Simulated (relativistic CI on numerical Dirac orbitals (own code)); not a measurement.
**Ta¹⁸⁺: how the levels respond to the fine-structure constant and the nuclear radius**

Aim: the factor q = dE/dx of each excitation energy, x = (α/α0)² − 1, by finite differences, and the field-shift factor by the mean square nuclear radius, for the lowest 30 levels.

Program: relativistic CI on numerical Dirac orbitals (own code) version 2. Level of theory: Dirac-Coulomb-Breit CI, KLI orbitals optimised for each configuration, derivatives by finite differences. These are calculated values, not measurements, unless marked.

### 1 What is computed

| Item | Value |
| --- | --- |
| ion | Ta¹⁸⁺ (Ta XIX) |
| nuclear charge | 73 |
| electrons | 55 |
| isotope | A = 181 |
| first configuration | [Kr] 4d10 4f9 |

Outer shells as boxes (Hund's rule):

[Kr] 4d10 4f9
```
[Kr] core
4d [↑↓][↑↓][↑↓][↑↓][↑↓]
4f [↑↓][↑↓][↑ ][↑ ][↑ ][↑ ][↑ ]
```

### 2 Levels and derivatives

Settings of the run:

```ini
atom Ta  Z=73  charge=18  electrons=55
nucleus A=181  rms_radius_fm=5.3507
hamiltonian dirac-coulomb  breit=on  qed=off  c_scale=1
orbitals kli  potential=per-configuration
slater_scale 1
correlation none
mixing on
configurations
  [Kr] 4d10 4f9
  [Ar] 3d10 4s 4p6 4d10 4f10
  [Ar] 3d10 4p6 4d10 4f11
end
derivatives alpha2 +-0.01 radius +-1%
```

The program writes no log. Results of the run, from its result record (rounded, main fields):

```text
{
  "status": "converged",
  "levels [i, E_cm, J2, conf, term, w_term]": [
    [0, 0, 15, "4s2 4f9", "6H*", 0.8705],
    [1, 10846.079, 13, "4s2 4f9", "6H*", 0.9265],
    [2, 16289.192, 11, "4s2 4f9", "6H*", 0.6519],
    [3, 19965.869, 11, "4s2 4f9", "6F*", 0.7148],
    [4, 20276.41, 9, "4s2 4f9", "6F*", 0.4165],
    [5, 22509.608, 9, "4s2 4f9", "6H*", 0.588],
    [6, 25805.331, 7, "4s2 4f9", "6H*", 0.8006],
    [7, 27969.78, 7, "4s2 4f9", "6F*", 0.8027],
    [8, 28831.106, 5, "4s2 4f9", "6H*", 0.8294],
    [9, 32137.224, 5, "4s2 4f9", "6F*", 0.846],
    [10, 32958.172, 3, "4s2 4f9", "6F*", 0.7269],
    [11, 35175.398, 1, "4s2 4f9", "6F*", 0.7927],
    [12, 39459.93, 15, "4s2 4f9", "4I*", 0.3303],
    [13, 43773.756, 9, "4s2 4f9", "4F*", 0.4404],
    [14, 46556.355, 21, "4s2 4f9", "4M*", 0.8768],
    [15, 47618.863, 11, "4s2 4f9", "4G*", 0.7731],
    [16, 47685.335, 17, "4s2 4f9", "4K*", 0.4622],
    [17, 49388.776, 19, "4s2 4f9", "4M*", 0.4634],
    [18, 51429.276, 13, "4s2 4f9", "4I*", 0.5432],
    [19, 54455.84, 3, "4s2 4f9", "2P*", 0.2791],
    [20, 54742.939, 7, "4s2 4f9", "4F*", 0.4136],
    [21, 57164.139, 15, "4s2 4f9", "4M*", 0.4483],
    [22, 57287.734, 11, "4s2 4f9", "4I*", 0.6354],
    [23, 59151.433, 5, "4s2 4f9", "4P*", 0.3736],
    [24, 61302.897, 17, "4s2 4f9", "4M*", 0.5986],
    [25, 61606.234, 9, "4s2 4f9", "4I*", 0.6898],
    [26, 62529.538, 15, "4s2 4f9", "4K*", 0.5205],
    [27, 63294.521, 19, "4s2 4f9", "4M*", 0.5027],
    [28, 63497.013, 9, "4s2 4f9", "4H*", 0.293],
    [29, 64585.573, 5, "4s2 4f9", "4D*", 0.4496]
  ],
  "sensitivity [i, q_alpha_cm, field_shift_GHz_per_fm2]": [
    [0, 0, 0],
    [1, 1.213e+04, 0.5738],
    [2, 1.054e+04, 0.5608],
    [3, 1.227e+04, 0.6649],
    [4, 4633, 0.3665],
    [5, 1.695e+04, 0.8681],
    [6, 2.088e+04, 1.05],
    [7, 1.463e+04, 0.8298],
    [8, 2.383e+04, 1.192],
    [9, 1.809e+04, 1.004],
    [10, 1.275e+04, 0.8022],
    [11, 1.826e+04, 1.038],
    [12, -1957, 0.3075],
    [13, 1.378e+04, 0.9511],
    [14, 6404, 0.7336],
    [15, 9911, 0.8386],
    [16, 3345, 0.6083],
    [17, 6034, 0.7387],
    [18, 1.084e+04, 0.9224],
    [19, 3936, 0.6697],
    [20, 1.481e+04, 1.095],
    [21, 1.643e+04, 1.201],
    [22, 1.341e+04, 1.077],
    [23, 3921, 0.7157],
    [24, 2.021e+04, 1.401],
    [25, 1.501e+04, 1.178],
    [26, 1.362e+04, 1.15],
    [27, 1.934e+04, 1.395],
    [28, 1.455e+04, 1.18],
    [29, 1.537e+04, 1.214]
  ],
  "n_levels_all": 30,
  "configurations [conf, odd, states]": [
    ["4s2 4f9", 1, 2002],
    ["4s 4f10", 0, 2002],
    ["4f11", 1, 364]
  ]
}
```

Wall time 0.76 s (1 thread, shared host).

The relative sensitivity K = 2q/E of the transition from the lowest level:

```
                        level  energy (cm⁻¹)  q (cm⁻¹)       K  field shift (GHz/fm²)
                  4f9 6H°13/2        10846.1     12130   2.236                  0.574
                  4f9 6H°11/2        16289.2     10540   1.295                  0.561
                  4f9 6F°11/2        19965.9     12270   1.229                  0.665
             4f9 6F°9/2 + 6H°          20276      4633   0.457                  0.367
                   4f9 6H°9/2          22510     16950   1.506                  0.868
                   4f9 6H°7/2          25805     20880   1.618                   1.05
                   4f9 6F°7/2          27970     14630   1.046                   0.83
                   4f9 6H°5/2          28831     23830   1.653                   1.19
                   4f9 6F°5/2          32137     18090   1.126                      1
                   4f9 6F°3/2          32958     12750   0.774                  0.802
                   4f9 6F°1/2          35175     18260   1.038                   1.04
        4f9 [4f7/2^3] J=15/2°          39460     -1957  -0.099                  0.308
             4f9 4F°9/2 + 6F°          43774     13780   0.630                  0.951
                  4f9 4M°21/2          46556      6404   0.275                  0.734
                  4f9 4G°11/2          47619      9911   0.416                  0.839
4f9 [4f5/2^5 4f7/2^4] J=17/2°          47685      3345   0.140                  0.608
4f9 [4f5/2^5 4f7/2^4] J=19/2°          49389      6034   0.244                  0.739
```

### 3 Outcome

```
                                         quantity                                        value
                                     lowest level                                  4f9 6H°15/2
              largest q in size, lowest 30 levels                      23830 cm⁻¹ (4f9 6H°5/2)
largest K in size within the lowest configuration                           2.24 (4f9 6H°13/2)
            largest field-shift factor among them  1.4 GHz/fm² (4f9 [4f5/2^4 4f7/2^5] J=17/2°)
```

In words: Among these levels the largest q belongs to 4f9 6H°5/2, within the lowest configuration. The fine-structure partner 6H°13/2 has K = 2.24, close to the 2 of an interval that scales as α². K = 2q/E, the relative sensitivity of a level, hangs on the computed energy: between configurations that lie close it can be off by a factor of several.
